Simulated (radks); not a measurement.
# Ni³⁺ in [Ne] 3s2 3p4 3d7 4p2: an all-electron calculation

Aim: the levels, the sizes of the orbitals and the parts of the energy of the nickel ion Ni3+.

Program: radks (a radial shooting solver on a logarithmic mesh, Libxc functionals) version 1. Level of theory: non-relativistic Kohn-Sham, B86b exchange with PBE correlation, spin-polarised, spherical densities, point nucleus; open shells are filled with parallel spins first. These are calculated values, not measurements, unless marked.

## 1. The atom as given

| Item | Value |
| --- | --- |
| element | nickel (Z = 28) |
| charge | +3 |
| electrons | 25 |
| configuration | [Ne] 3s2 3p4 3d7 4p2 |

The outer shells:

Ni³⁺
```
[Ne] core
3s [↑↓]
3p [↑↓][↑ ][↑ ]
3d [↑↓][↑↓][↑ ][↑ ][↑ ]
4p [↑ ][↑ ][  ]
```

## 2. Self-consistent calculation

The run's settings:

```text
Z 28
configuration [Ne] 3s2 3p4 3d7 4p2
relativity non-relativistic
functional b86_mgc,pbe
spin polarised
nucleus point
```

Q: Predict the outcome of this run.

The runs gave:

```
                        quantity                   value
                    total energy     -1499.58100 hartree
exchange-correlation share of it                  4.07 %
                            −T/E                  0.9994
          highest occupied level       4p up, -32.478 eV
    most extended occupied level  4p up, <r> = 2.18 bohr
 radius at density 0.001 e/bohr³               3.64 bohr
    maxima of the radial density                       3
```

**Reading.** The radial density shows 3 maxima for 4 occupied principal shells; where shells overlap, one shows as a shoulder or not at all. −T/E = 0.9994, near the virial value of 1. This is not the tabulated ground configuration, so its levels and sizes aren't those of the ground state, and no measured value stands beside it.
